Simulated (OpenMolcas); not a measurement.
# One shape, several levels: InNH4 (InH2(NH2))

We compute a comparison of 4 runs (HF/STO-3G, HF/def2-SVP, PBE0/def2-SVP, CCSD/def2-SVP) of InNH4 (InH2(NH2)). 

The calculation is run with OpenMolcas 26.06.

5 further runs of the same task are left out: 2 that didn't finish, 3 set aside as unsound or not needed.

### 1 The system as given

The species is InNH4 (6 atoms), meant as a singlet with charge 0. As SMILES, `[H][In]([H])[NH2]`. Geometry: a GFN2-xTB relaxation, a rough one for these elements and not checked as a minimum.

Bond lengths: In1–N4 2.019 Å, In1–H2 1.708 Å, In1–H3 1.708 Å, N4–H5 1.014 Å, N4–H6 1.015 Å. Angles: In1–N4–H5 116.9°, In1–N4–H6 117.2°, H2–In1–N4 120.5°, H3–In1–N4 120.1°, H5–N4–H6 107.7°, H2–In1–H3 119.0°.

### 2 Energy and forces at HF/STO-3G (run 1)

geom.xyz reads:

```xyz
6

In     0.457130     0.753190    -0.013990
H      2.130310     0.765100     0.331290
H     -0.322920     2.228340    -0.378410
N     -0.627270    -0.933080     0.227780
H     -1.497440    -0.996590    -0.289370
H     -0.139810    -1.816960     0.122700
```

test.inp reads:

```
&GATEWAY
BasLib
$CurrDir
Coord
geom.xyz
Basis
STO-3G
Group
NoSym
&SEWARD
&SCF
Thresholds
1e-10 1e-07 1e-07 1e-05
PrOrbitals
1
&ALASKA
```

The basis set STO-3G is read from a file made from the Basis Set Exchange's data (not shown).

Started as:

```sh
$ export MOLCAS_MEM=1860
$ pymolcas test.inp > test.log
```

The log of the run:

```text
--- Start Module: gateway ---
[...]
--- Stop Module: gateway /rc=_RC_ALL_IS_WELL_ ---
[...]
      Basis functions           36
[...]
--- Start Module: scf ---
[...]
       Convergence after  13 Iterations
[...]
::    Total SCF energy                              -5738.9331862893
[...]
      Total spin, S                                     0.0000000000
[...]
      Total electronic charge=   60.000000
      Total            charge=   -0.000000
[...]
      Dipole Moment (debye):
      Origin of the operator (angstrom)=    0.3303    0.5541    0.0103
                   X=  1.9333E-01               Y= -2.9077E-01               Z= -1.1940E+00           Total=  1.2440E+00
      Quadrupole Moment (debye*angstrom):
[...]
--- Stop Module: scf /rc=_RC_ALL_IS_WELL_ ---
[...]
--- Start Module: alaska ---
[...]
 *              Molecular gradients               *
 **************************************************
  Irreducible representation: a
 ------------------------------------------------------------------------------------------
                              X                       Y                       Z
 ------------------------------------------------------------------------------------------
  IN1               2.38515078850199E-03   -8.12703953901206E-04   -9.80371380069078E-03
  H2                3.00685765262827E-02    4.25410401098458E-03    6.94651363199861E-03
  H3               -1.10020181921522E-02    2.85431507766383E-02   -4.78757923359785E-03
  N4               -3.12291739354187E-02   -4.96273717473592E-02    2.58965786466536E-03
  H5                8.95531366532065E-03    6.72538179837545E-03    3.71535135498746E-03
  H6                8.22151147502170E-04    1.09174391152864E-02    1.33977018263642E-03
 ------------------------------------------------------------------------------------------
--- Stop Module: alaska /rc=_RC_ALL_IS_WELL_ ---
[...]
```

Run time: 11 s. Hardware: 1 thread of Intel Xeon at 2.50GHz (Skylake/Cascade Lake), shared host; peak memory 0.37 GiB.

### 3 Energy and forces at HF/def2-SVP (core potential) (run 2)

struct.xyz reads:

```xyz
6

In     0.457130     0.753190    -0.013990
H      2.130310     0.765100     0.331290
H     -0.322920     2.228340    -0.378410
N     -0.627270    -0.933080     0.227780
H     -1.497440    -0.996590    -0.289370
H     -0.139810    -1.816960     0.122700
```

run.input reads:

```
* H4InN Hartree-Fock
&GATEWAY
BasLib
$CurrDir
Coord
struct.xyz
Basis
def2-SVP
Group
NoSym
&SEWARD
&SCF
Thresholds
1e-10 1e-07 1e-07 1e-05
PrOrbitals
1 1
&ALASKA
```

The basis set def2-SVP is read from a file made from the Basis Set Exchange's data (not shown).

Started as:

```sh
$ export MOLCAS_MEM=1860
$ pymolcas run.input > run.log
```

The log of the run:

```text
--- Start Module: gateway ---
[...]
--- Stop Module: gateway /rc=_RC_ALL_IS_WELL_ ---
[...]
      Basis functions           60
[...]
--- Start Module: scf ---
[...]
       Convergence after  13 Iterations
[...]
::    Total SCF energy                               -245.9100919935
[...]
      Total spin, S                                     0.0000000000
[...]
      Total electronic charge=   32.000000
      Total            charge=   -0.000000
[...]
      Dipole Moment (debye):
      Origin of the operator (angstrom)=    0.3303    0.5541    0.0103
                   X=  2.6252E-03               Y= -6.2390E-01               Z= -1.2251E+00           Total=  1.3748E+00
      Quadrupole Moment (debye*angstrom):
[...]
--- Stop Module: scf /rc=_RC_ALL_IS_WELL_ ---
[...]
--- Start Module: alaska ---
[...]
 *              Molecular gradients               *
 **************************************************
  Irreducible representation: a
 ------------------------------------------------------------------------------------------
                              X                       Y                       Z
 ------------------------------------------------------------------------------------------
  IN1              -2.54585583408851E-03   -5.96592100323790E-03   -3.99945563878101E-03
  H2               -7.89686965688219E-03    3.18562357590202E-03   -1.01180217810981E-03
  H3                6.10722868281921E-03   -5.36818894304503E-03    3.16127406689448E-03
  N4                4.20262684041628E-03    1.45875187409699E-02    1.32631904815552E-02
  H5               -5.97390332374914E-03    7.04642204093942E-04   -7.56624265345618E-03
  H6                6.10677329143683E-03   -7.14367457466691E-03   -3.84696407809615E-03
 ------------------------------------------------------------------------------------------
--- Stop Module: alaska /rc=_RC_ALL_IS_WELL_ ---
[...]
```

Wall time 13 s (1 thread of Intel Xeon at 2.50GHz (Skylake/Cascade Lake), shared host); peak memory 0.39 GiB.

Run 3 isn't shown in full; the table further down has it.

### 4 The energy at CCSD/def2-SVP (core potential) (run 4)

calc.input reads:

```
&GATEWAY
BasLib=$CurrDir
Coord
6
bohr
In     0.86385050     1.42332282    -0.02643727
H      4.02570246     1.44582946     0.62604737
H     -0.61023036     4.21095231    -0.71509126
N     -1.18536851    -1.76326565     0.43044182
H     -2.82975149    -1.88328216    -0.54683005
H     -0.26420261    -3.43355678     0.23186940
Basis=def2-SVP
Group=NoSym
&SEWARD
&SCF
Thresholds=1e-10 1e-07 1e-07 1e-05
PrOrbitals=1
&RASSCF
FileOrb=$Project.ScfOrb
Spin=1
Nactel=0 0 0
Inactive=16
Ras2=0
OutOrbitals=Canonical
OrbListing=Few
&MOTRA
JobIph
Frozen=5
&CCSDT
CCSD
Iterations=80
Accuracy=1e-08
Extrapolation=5 4
```

The basis set def2-SVP is read from a file made from the Basis Set Exchange's data (not shown).

Started as:

```sh
$ export MOLCAS_MEM=1860
$ pymolcas calc.input > calc.log
```

The log of the run:

```text
--- Start Module: gateway ---
[...]
--- Stop Module: gateway /rc=_RC_ALL_IS_WELL_ ---
[...]
      Basis functions           60
[...]
       Convergence after  13 Iterations
[...]
::    Total SCF energy                               -245.9100919934
[...]
      Total spin, S                                     0.0000000000
[...]
      Number of active orbitals                  0
[...]
      Spin quantum number                      0.0
[...]
      Active orbitals                            0
[...]
      Number of CSFs                             1
[...]
      Number of root(s) required                 1
[...]
      Convergence after  4 iterations
[...]
      Natural orbitals and occupation numbers for root  1
      ************************************************************************************************************************
      *                                                    Final results                                                     *
      ************************************************************************************************************************
[...]
::    RASSCF root number  1 Total energy:   -245.91009199
[...]
      Total electronic charge=   32.000000
      Total            charge=   -0.000000
[...]
      Dipole Moment (debye):
      Origin of the operator (angstrom)=    0.3303    0.5541    0.0103
                   X=  2.6251E-03               Y= -6.2390E-01               Z= -1.2251E+00           Total=  1.3748E+00
      Quadrupole Moment (debye*angstrom):
[...]
--- Start Module: motra ---
[...]
      *** WARNING: Default frozen orbitals is overwritten by user input.
      *** Default values:   1
[...]
--- Stop Module: motra /rc=_RC_ALL_IS_WELL_ ---
[...]
--- Start Module: ccsdt ---
[...]
      Convergence after                    16  Iterations
      Total energy (diff) :    -246.21173781       0.00000001
[...]
--- Stop Module: ccsdt /rc=_RC_ALL_IS_WELL_ ---
[...]
```

Wall time 33 s (1 thread of Intel Xeon at 2.50GHz (Skylake/Cascade Lake), shared host); peak memory 0.39 GiB.

### 5 Overview of the runs

```tsv
run	level	integration grid	task	energy (Eh)	dipole moment (D) of the reference	HOMO energy (eV)	LUMO energy (eV)	wall time
1	HF/STO-3G	–	gradient	-5738.933186	1.24	-7.40	6.39	11 s
2	HF/def2-SVP (core potential)	–	gradient	-245.910092	1.37	-10.37	1.35	13 s
3	PBE0/def2-SVP (core potential)	UltraFine	gradient	-247.145912	1.37	-7.04	-1.10	42 s
4	CCSD/def2-SVP (core potential)	–	energy	-246.211738	1.37	-10.37	1.35	33 s
```

### 6 Results

| quantity | value |
| --- | --- |
| run 4: total energy | -246.21174 Eh |
| run 4: dipole moment (mean-field density) | 1.37 D |
| run 4: HOMO energy (Hartree–Fock orbitals) | -10.37 eV |
| run 4: LUMO energy (Hartree–Fock orbitals) | 1.35 eV |
| run 4: HOMO–LUMO gap (Hartree–Fock orbitals) | 11.72 eV |
| run 4: correlation energy (5 core orbitals frozen) | -301.6 mEh |

In words: Over runs 1, 2, 3 the dipole moment (its size) runs from 1.24 D (HF/STO-3G) to 1.37 D (HF/def2-SVP). The two ends differ in basis and core potential. Over runs 1, 2, 3 the HOMO–LUMO gap runs from 5.94 eV (PBE0/def2-SVP) to 13.79 eV (HF/STO-3G). The two ends differ in method and basis and core potential. Some runs of one species differ in core potentials or relativity; totals across that change don't compare. In run 1 the basis is minimal, so the values are rough. In run 1 relativity is left out where basis or elements ask for it. All runs together took 100 s, the longest 42 s.
